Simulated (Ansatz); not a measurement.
Write a Python script for Ansatz 0.2.0 through its Python package that makes an atomisation energy of AlClHO, SMILES [O][AlH][Cl]. Settings (for the species named): CCSD(T), def2-SVPD basis, multiplicity 2.

The script reads `alclho.xyz`:
```text
4

O     0.36390   -1.11640    1.49450
Al    0.10590    0.03980    0.03870
Cl   -1.67750   -0.17820   -1.30130
H     1.26330    1.19460   -0.25230
```

The script, `alclho_tae.py`:
```python
# -*- coding: utf-8 -*-
"""Energy to split AlClHO into its atoms."""

from collections import Counter

import ansatz as az


def energy(molecule, charge=0, unpaired=0):
    calc = (
        molecule.calculation()
        .basis(gaussian="def2-SVPD")  # atom-centred Gaussian functions
        .correlation("ccsd_t")  # correlation on top of the mean field
    )
    if charge:
        calc = calc.charge(charge)
    if unpaired:
        calc = calc.spin("collinear", total=unpaired)
    return calc.run(threads=1, pin="off").report["free_energy_ev"]

geometry = az.Crystal.molecule_from_extxyz("alclho.xyz")

# unpaired electrons of the ground-state atoms
unpaired = {"O": 2, "Al": 1, "Cl": 1, "H": 1}
counts = Counter(site.symbol for site in geometry.cartesian_sites)
atom_energy = {s: energy(az.Crystal.molecule().atom(s, (0, 0, 0)), 0, unpaired[s]) for s in counts}
whole = energy(geometry, 0, 1)
for s, e in atom_energy.items():
    print(f"{s:2s} x{counts[s]}  {e:14.5f} eV")
print(f"AlClHO: {whole:.5f} eV")
split = sum(counts[s] * e for s, e in atom_energy.items()) - whole
print(f"atomisation energy (no zero-point term): {split:.3f} eV, {split / sum(counts.values()):.3f} eV an atom")
```

```console
$ python alclho_tae.py
O  x1     -2036.76277 eV
Al x1     -6580.75420 eV
Cl x1    -12502.68976 eV
H  x1       -13.58606 eV
AlClHO: -21144.44359 eV
atomisation energy (no zero-point term): 10.651 eV, 2.663 eV an atom
```

10.651 eV from the electronic energies, without the zero-point term.

Total energies depend on the basis set; only differences at equal settings carry meaning. The geometry is a force-field or estimated start, not a minimum of this method, and the basis set is short of its limit. All parts are taken at fixed geometry, without zero-point energy. The run takes the species as open-shell (spin multiplicity 2), which needn't be its ground state. In double-zeta sets correlated atomisation energies come out some 10 to 15 % low. Timing: 35 s on 1 thread of Arm Neoverse V2 (shared host), peak memory 0.47 GiB.
